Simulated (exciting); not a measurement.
# TePd (Pm-3m) in exciting: runs at scaled volumes

Single points of TePd at other volumes, in PBEsol.

Everything below comes from runs of exciting (release sodium). Logs are shortened: lines on timing, memory, paths and dates and some standing lists are left out, and cuts for length are marked.

## Step 1: The structure

Symmetry: Pm-3m, No. 221, cubic system. Conventional cell: a = 3.631 Å, b = 3.631 Å, c = 3.631 Å, α = 90.00°, β = 90.00°, γ = 90.00°. Pd (site symmetry m-3m) is surrounded by 8 Te at 3.14 Å. Te (site symmetry m-3m) is surrounded by 8 Pd at 3.14 Å.

Measurements of this composition are mostly on another form, of space group No. 194.

## Step 2: Equation of state, PBEsol, 22.50 Å³/atom (volume scaled by 0.94)

Input file input.xml:

```xml
<input>
  <title>TePd</title>
  <structure speciespath="./" tshift="false">
    <crystal scale="1">
      <basevect>6.721696071776 0.000000000000 0.000000000000</basevect>
      <basevect>0.000000000000 6.721696071776 0.000000000000</basevect>
      <basevect>0.000000000000 0.000000000000 6.721696071776</basevect>
    </crystal>
    <species speciesfile="Pd.xml" rmt="2.3">
      <atom coord="0.000000000000 0.000000000000 0.000000000000"/>
    </species>
    <species speciesfile="Te.xml" rmt="2.3">
      <atom coord="0.500000000000 0.500000000000 0.500000000000"/>
    </species>
  </structure>
  <groundstate do="fromscratch" ngridk="7 7 7" rgkmax="9" gmaxvr="14" lmaxapw="10" lmaxmat="10" lmaxvr="8" xctype="GGA_PBE_SOL" stype="Fermi Dirac" swidth="0.00183747" nempty="14" ValenceRelativity="iora*" epsengy="1e-05" epspot="1e-05" maxscl="60" outputlevel="normal"/>
</input>
```

Potentials or basis: all-electron LAPW+lo, shipped species files, valence relativity iora*.

The run is started by

```
$ OMP_NUM_THREADS=1 exciting_smp
```

INFO.OUT:

```text
================================================================================
EXCITING SODIUM started
[... 10 lines left out ...]

 Lattice vectors (cartesian) :
      6.7216960718      0.0000000000      0.0000000000
      0.0000000000      6.7216960718      0.0000000000
      0.0000000000      0.0000000000      6.7216960718

 Reciprocal lattice vectors (cartesian) :
      0.9347618875      0.0000000000      0.0000000000
      0.0000000000      0.9347618875      0.0000000000
      0.0000000000      0.0000000000      0.9347618875

 Unit cell volume                           :     303.6942816614
 Brillouin zone volume                      :       0.8167760423

 Species :    1 (Pd)
     parameters loaded from                 :    Pd.xml
     name                                   :    palladium
     nuclear charge                         :     -46.00000000
     electronic charge                      :      46.00000000
     atomic mass                            :  193991.79260000
     muffin-tin radius                      :       2.30000000
     # of radial points in muffin-tin       :     350

     atomic positions (lattice) :
       1 :   0.00000000  0.00000000  0.00000000

 Species :    2 (Te)
     parameters loaded from                 :    Te.xml
     name                                   :    tellurium
     nuclear charge                         :     -52.00000000
     electronic charge                      :      52.00000000
     atomic mass                            :  232600.57070000
     muffin-tin radius                      :       2.30000000
     # of radial points in muffin-tin       :     400

     atomic positions (lattice) :
       1 :   0.50000000  0.50000000  0.50000000

 Total number of atoms per unit cell        :       2

 Spin treatment                             :    spin-unpolarised

 Number of Bravais lattice symmetries       :      48
 Number of crystal symmetries               :      48

 k-point grid                               :       7    7    7
 Total number of k-points                   :      20
 k-point set is reduced with crystal symmetries

 R^MT_min * |G+k|_max (rgkmax)              :       9.00000000
 Species with R^MT_min                      :       1 (Pd)
 Maximum |G+k| for APW functions            :       3.91304348
 Maximum |G| for potential and density      :      14.00000000

 G-vector grid sizes                        :      30    30    30
 Total number of G-vectors                  :   13997

 Maximum angular momentum used for
     APW functions                          :      10
     computing H and O matrix elements      :      10
     potential and density                  :       8
     inner part of muffin-tin               :       2

 Total nuclear charge                       :     -98.00000000
 Total electronic charge                    :      98.00000000
 Total core charge                          :      64.00000000
 Total valence charge                       :      34.00000000

 Number of empty states                     :      14
 Total number of valence states             :      32

 Maximum Hamiltonian size                   :     343
 Maximum number of plane-waves              :     316
 Total number of local-orbitals             :      27

 Exchange-correlation type                  :      22
[... 23 lines left out ...]
+ SCF iteration number :    1                                                  +
++++++++++++++++++++++++++++++++++++++++++++++++++++++++++++++++++++++++++++++++
 Total energy                               :    -11814.98651778
 _______________________________________________________________
 Fermi energy                               :         0.33798648
 Kinetic energy                             :     12465.57599026
 Coulomb energy                             :    -23966.37073589
 Exchange energy                            :      -308.23495375
 Correlation energy                         :        -5.95681840

 DOS at Fermi energy (states/Ha/cell)       :        27.61533130

 Electron charges :
     core                                   :        64.00000000
     core leakage                           :         0.00214684
     valence                                :        34.00000000
     interstitial                           :         5.52388461
     charge in muffin-tin spheres :
                  atom     1    Pd          :        43.31462475
                  atom     2    Te          :        49.16149064
     total charge in muffin-tins            :        92.47611539
     total charge                           :        98.00000000

++++++++++++++++++++++++++++++++++++++++++++++++++++++++++++++++++++++++++++++++
+ SCF iteration number :    2                                                  +
++++++++++++++++++++++++++++++++++++++++++++++++++++++++++++++++++++++++++++++++
 Total energy                               :    -11842.96830355
 _______________________________________________________________
 Fermi energy                               :         0.30139370
 Kinetic energy                             :     12449.80682978
 Coulomb energy                             :    -23977.63862019
 Exchange energy                            :      -309.16937057
 Correlation energy                         :        -5.96714256

 DOS at Fermi energy (states/Ha/cell)       :        17.95218411

 Electron charges :
     core                                   :        64.00000000
     core leakage                           :         0.00215888
     valence                                :        34.00000000
     interstitial                           :         4.82957794
     charge in muffin-tin spheres :
                  atom     1    Pd          :        44.45890003
                  atom     2    Te          :        48.71152203
     total charge in muffin-tins            :        93.17042206
     total charge                           :        98.00000000

 RMS change in effective potential (target) :  0.860258E-01  ( 0.100000E-04)
 Absolute change in total energy   (target) :   27.9818      ( 0.100000E-04)
 Charge distance                   (target) :  0.236576E-01  ( 0.100000E-04)

++++++++++++++++++++++++++++++++++++++++++++++++++++++++++++++++++++++++++++++++
+ SCF iteration number :    3                                                  +
++++++++++++++++++++++++++++++++++++++++++++++++++++++++++++++++++++++++++++++++
 Total energy                               :    -11838.43815590
 _______________________________________________________________
 Fermi energy                               :         0.30346826
 Kinetic energy                             :     12452.16366639
 Coulomb energy                             :    -23975.63604952
 Exchange energy                            :      -309.00079007
 Correlation energy                         :        -5.96498270

 DOS at Fermi energy (states/Ha/cell)       :        32.38829127

 Electron charges :
     core                                   :        64.00000000
     core leakage                           :         0.00213872
     valence                                :        34.00000000
     interstitial                           :         4.94205575
     charge in muffin-tin spheres :
                  atom     1    Pd          :        44.24439883
                  atom     2    Te          :        48.81354541
     total charge in muffin-tins            :        93.05794425
     total charge                           :        98.00000000
[... 296 lines left out ...]
 DOS at Fermi energy (states/Ha/cell)       :        37.46069784

 Electron charges :
     core                                   :        64.00000000
     core leakage                           :         0.00211174
     valence                                :        34.00000000
     interstitial                           :         4.94036989
     charge in muffin-tin spheres :
                  atom     1    Pd          :        44.17632155
                  atom     2    Te          :        48.88330856
     total charge in muffin-tins            :        93.05963011
     total charge                           :        98.00000000

 RMS change in effective potential (target) :  0.202374E-07  ( 0.100000E-04)
 Absolute change in total energy   (target) :  0.499268E-05  ( 0.100000E-04)
 Charge distance                   (target) :  0.397511E-08  ( 0.100000E-04)

++++++++++++++++++++++++++++++++++++++++++++++++++++++++++++++++++++++++++++++++
+ SCF iteration number :   15                                                  +
++++++++++++++++++++++++++++++++++++++++++++++++++++++++++++++++++++++++++++++++
 Total energy                               :    -11838.63970021
 _______________________________________________________________
 Fermi energy                               :         0.29517552
 Kinetic energy                             :     12451.20582784
 Coulomb energy                             :    -23974.91309234
 Exchange energy                            :      -308.96818734
 Correlation energy                         :        -5.96424837

 DOS at Fermi energy (states/Ha/cell)       :        37.46069922

 Electron charges :
     core                                   :        64.00000000
     core leakage                           :         0.00211174
     valence                                :        34.00000000
     interstitial                           :         4.94036984
     charge in muffin-tin spheres :
                  atom     1    Pd          :        44.17632161
                  atom     2    Te          :        48.88330856
     total charge in muffin-tins            :        93.05963016
     total charge                           :        98.00000000

 RMS change in effective potential (target) :  0.718960E-08  ( 0.100000E-04)
 Absolute change in total energy   (target) :  0.227772E-05  ( 0.100000E-04)
 Charge distance                   (target) :  0.121847E-08  ( 0.100000E-04)

++++++++++++++++++++++++++++++++++++++++++++++++++++++++++++++++++++++++++++++++
| Convergency criteria checked for the last 2 iterations                       +
| Convergence targets achieved. Performing final SCF iteration                 +
++++++++++++++++++++++++++++++++++++++++++++++++++++++++++++++++++++++++++++++++
 Total energy                               :    -11838.63970146
 _______________________________________________________________
 Fermi energy                               :         0.29517552
 Kinetic energy                             :     12451.20582717
 Coulomb energy                             :    -23974.91309289
 Exchange energy                            :      -308.96818738
 Correlation energy                         :        -5.96424837

 DOS at Fermi energy (states/Ha/cell)       :        37.46069896

 Electron charges :
     core                                   :        64.00000000
     core leakage                           :         0.00211174
     valence                                :        34.00000000
     interstitial                           :         4.94036981
     charge in muffin-tin spheres :
                  atom     1    Pd          :        44.17632163
                  atom     2    Te          :        48.88330856
     total charge in muffin-tins            :        93.05963019
     total charge                           :        98.00000000

++++++++++++++++++++++++++++++++++++++++++++++++++++++++++++++++++++++++++++++++
[... 12 lines left out ...]
| EXCITING SODIUM stopped                                                      =
================================================================================
```

Wall time 62 s (1 thread of Arm Neoverse V1, shared host); peak memory 0.14 GiB.

Results:

* Free energy: -322145.8084 eV
* Band gap on the k mesh: none (metal or under the smearing width)
* All electrons inside the program's atomic spheres: Pd 44.18; Te 48.88 (radii Pd 2.3, Te 2.3 bohr)

Caveat: the log's total energy holds no entropy term; the free energy is that total less TS from the occupations.

## Step 3: Equation of state, PBEsol, 22.98 Å³/atom (volume scaled by 0.96)

Changes to input.xml since step 2:

```diff
@@ -4,5 +4,5 @@
     <crystal scale="1">
-      <basevect>6.721696071776 0.000000000000 0.000000000000</basevect>
-      <basevect>0.000000000000 6.721696071776 0.000000000000</basevect>
-      <basevect>0.000000000000 0.000000000000 6.721696071776</basevect>
+      <basevect>6.769033519202 0.000000000000 0.000000000000</basevect>
+      <basevect>0.000000000000 6.769033519202 0.000000000000</basevect>
+      <basevect>0.000000000000 0.000000000000 6.769033519202</basevect>
     </crystal>
```

Potentials or basis: all-electron LAPW+lo, shipped species files, valence relativity iora*.

The run is started by

```
$ OMP_NUM_THREADS=1 exciting_smp
```

It took 62 s on 1 thread of Arm Neoverse V1, shared host; peak memory 0.14 GiB.

Results (log left out):

```
Free energy                                       : -322145.7335 eV
Band gap on the k mesh                            : none (metal or under the smearing width)
All electrons inside the program's atomic spheres : Pd 44.17; Te 48.87 (radii Pd 2.3, Te 2.3 bohr)
```

Caveat: the log's total energy holds no entropy term; the free energy is that total less TS from the occupations.

## Step 4: Equation of state, PBEsol, 23.46 Å³/atom (volume scaled by 0.98)

Changes to input.xml since step 3:

```diff
@@ -4,5 +4,5 @@
     <crystal scale="1">
-      <basevect>6.769033519202 0.000000000000 0.000000000000</basevect>
-      <basevect>0.000000000000 6.769033519202 0.000000000000</basevect>
-      <basevect>0.000000000000 0.000000000000 6.769033519202</basevect>
+      <basevect>6.815717984237 0.000000000000 0.000000000000</basevect>
+      <basevect>0.000000000000 6.815717984237 0.000000000000</basevect>
+      <basevect>0.000000000000 0.000000000000 6.815717984237</basevect>
     </crystal>
```

The run is started by

```
$ OMP_NUM_THREADS=1 exciting_smp
```

Wall time 60 s (1 thread of Arm Neoverse V1, shared host); peak memory 0.14 GiB.

It converged, with:

- Free energy: -322145.6526 eV
- Band gap on the k mesh: none (metal or under the smearing width)
- All electrons inside the program's atomic spheres: Pd 44.16; Te 48.87 (radii Pd 2.3, Te 2.3 bohr)

Caveat: the log's total energy holds no entropy term; the free energy is that total less TS from the occupations.

## Step 5: Equation of state, PBEsol, 23.94 Å³/atom

Changes to input.xml since step 4:

```diff
@@ -4,5 +4,5 @@
     <crystal scale="1">
-      <basevect>6.815717984237 0.000000000000 0.000000000000</basevect>
-      <basevect>0.000000000000 6.815717984237 0.000000000000</basevect>
-      <basevect>0.000000000000 0.000000000000 6.815717984237</basevect>
+      <basevect>6.861771529813 0.000000000000 0.000000000000</basevect>
+      <basevect>0.000000000000 6.861771529813 0.000000000000</basevect>
+      <basevect>0.000000000000 0.000000000000 6.861771529813</basevect>
     </crystal>
```

The run is started by

```
$ OMP_NUM_THREADS=1 exciting_smp
```

It took 62 s on 1 thread of Arm Neoverse V1, shared host; peak memory 0.14 GiB.

It converged, with:

```yaml
Free_energy: -322145.5672 eV
Band_gap_on_the_k_mesh: none (metal or under the smearing width)
All_electrons_inside_the_program's_atomic_spheres: Pd 44.15; Te 48.86 (radii Pd 2.3, Te 2.3 bohr)
```

Caveat: the log's total energy holds no entropy term; the free energy is that total less TS from the occupations.

## Step 6: Equation of state, PBEsol, 24.42 Å³/atom (volume scaled by 1.02)

Changes to input.xml since step 5:

```diff
@@ -4,5 +4,5 @@
     <crystal scale="1">
-      <basevect>6.861771529813 0.000000000000 0.000000000000</basevect>
-      <basevect>0.000000000000 6.861771529813 0.000000000000</basevect>
-      <basevect>0.000000000000 0.000000000000 6.861771529813</basevect>
+      <basevect>6.907215049686 0.000000000000 0.000000000000</basevect>
+      <basevect>0.000000000000 6.907215049686 0.000000000000</basevect>
+      <basevect>0.000000000000 0.000000000000 6.907215049686</basevect>
     </crystal>
```

Potentials or basis: all-electron LAPW+lo, shipped species files, valence relativity iora*.

The run is started by

```
$ OMP_NUM_THREADS=1 exciting_smp
```

Wall time 63 s (1 thread of Arm Neoverse V1, shared host); peak memory 0.14 GiB.

Results (log left out):

```
Free energy                                       : -322145.4781 eV
Band gap on the k mesh                            : none (metal or under the smearing width)
All electrons inside the program's atomic spheres : Pd 44.14; Te 48.85 (radii Pd 2.3, Te 2.3 bohr)
```

Caveat: the log's total energy holds no entropy term; the free energy is that total less TS from the occupations.

## Step 7: Equation of state, PBEsol, 24.90 Å³/atom (volume scaled by 1.04)

Changes to input.xml since step 6:

```diff
@@ -4,5 +4,5 @@
     <crystal scale="1">
-      <basevect>6.907215049686 0.000000000000 0.000000000000</basevect>
-      <basevect>0.000000000000 6.907215049686 0.000000000000</basevect>
-      <basevect>0.000000000000 0.000000000000 6.907215049686</basevect>
+      <basevect>6.952068352343 0.000000000000 0.000000000000</basevect>
+      <basevect>0.000000000000 6.952068352343 0.000000000000</basevect>
+      <basevect>0.000000000000 0.000000000000 6.952068352343</basevect>
     </crystal>
```

The run is started by

```
$ OMP_NUM_THREADS=1 exciting_smp
```

It took 64 s on 1 thread of Arm Neoverse V1, shared host; peak memory 0.14 GiB.

It converged, with:

```yaml
Free_energy: -322145.3857 eV
Band_gap_on_the_k_mesh: none (metal or under the smearing width)
All_electrons_inside_the_program's_atomic_spheres: Pd 44.13; Te 48.85 (radii Pd 2.3, Te 2.3 bohr)
```

Caveat: the log's total energy holds no entropy term; the free energy is that total less TS from the occupations.

## Step 8: Equation of state, PBEsol, 25.37 Å³/atom (volume scaled by 1.06)

Changes to input.xml since step 7:

```diff
@@ -4,5 +4,5 @@
     <crystal scale="1">
-      <basevect>6.952068352343 0.000000000000 0.000000000000</basevect>
-      <basevect>0.000000000000 6.952068352343 0.000000000000</basevect>
-      <basevect>0.000000000000 0.000000000000 6.952068352343</basevect>
+      <basevect>6.996350236402 0.000000000000 0.000000000000</basevect>
+      <basevect>0.000000000000 6.996350236402 0.000000000000</basevect>
+      <basevect>0.000000000000 0.000000000000 6.996350236402</basevect>
     </crystal>
```

The run is started by

```
$ OMP_NUM_THREADS=1 exciting_smp
```

Wall time 73 s (1 thread of Arm Neoverse V1, shared host); peak memory 0.14 GiB.

The run converged. Its results:

```
Free energy                                       : -322145.2904 eV
Band gap on the k mesh                            : none (metal or under the smearing width)
All electrons inside the program's atomic spheres : Pd 44.13; Te 48.84 (radii Pd 2.3, Te 2.3 bohr)
```

Caveat: the log's total energy holds no entropy term; the free energy is that total less TS from the occupations.
